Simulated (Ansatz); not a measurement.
## AlCo, space group Pm-3m: a scan of one input key, step by step

Computed with the Ansatz DFT code, driven from Python.

Notebook, run cell by cell (the value of a cell's last expression is shown):

**Cell 1**
```python
import warnings

import ansatz as az
```

**Cell 2**
```python
warnings.simplefilter("ignore", az.DeckWarning)
```

**Cell 3**
```python
structure = (
    az.Lattice.of((2.819403, 0.0, 0.0), (0.0, 2.819403, 0.0), (0.0, 0.0, 2.819403))
    .atom("Al", (0.0, 0.0, 0.0))
    .atom("Co", (0.5, 0.5, 0.5))
    .moments(Co=1.8)
)
```

**Cell 4**
```python
setup = (
    structure.calculation()
    .functional(az.Functional.R2SCAN)
    .pseudopotentials("paw")
    .basis(650)
    .kpoints(12, center="gamma")
    .occupations(az.OccupationsMethod.FERMI_DIRAC, width=0.15)
    .spin("collinear")
    .band_table()
)
typed = setup.input()
rows = []
for value in [1, 2, 3]:
    edited = typed.set(az.key.basis.xc_grid, value)
    rep = az.Session.from_dict(edited).plan().execute().report
    rows.append((value, rep["free_energy_ev"], rep["n_iterations"], len(rep["eigenvalues_ev"][0]) if "eigenvalues_ev" in rep else 0))
print("       xc grid            F eV      iterations    bands listed")
for row in rows:
    print(f"{str(row[0]):>14s}  {row[1]:14.5f}  {row[2]:14d}  {row[3]:14d}")
```
Output:
```text
RunWarning: the net moment that the starting moments add up to was not kept: the SCF closed with a net magnetisation of 1.0e-1 μB in size, at most 0.1 of the 1.8 μB that the starting moments add up [...]
       xc grid            F eV      iterations    bands listed
             1     -5673.04973              21              15
             2     -5673.04925              20              15
             3     -5673.04926              20              15
```

What to keep in mind:
- Total energies depend on the potentials; only differences at equal settings carry meaning. A total without «per atom» is that of the whole cell that was run.
- The SCF didn't keep the moments it started from (some shrank, vanished or turned); what is printed is the state reached.
- The smearing is wide enough that free energy and stress hold a thermal part of the electrons.
- r2SCAN tends to overestimate the moments of itinerant magnets.
- This cell is a computed structure, which may not be the phase found in nature.
- Warnings are shown shortened and without file and line.
- The script silences the warnings on its input, which a real study should read.
- Run time: 84 s on 1 thread of Arm Neoverse V1 (shared host), peak memory 0.46 GiB.
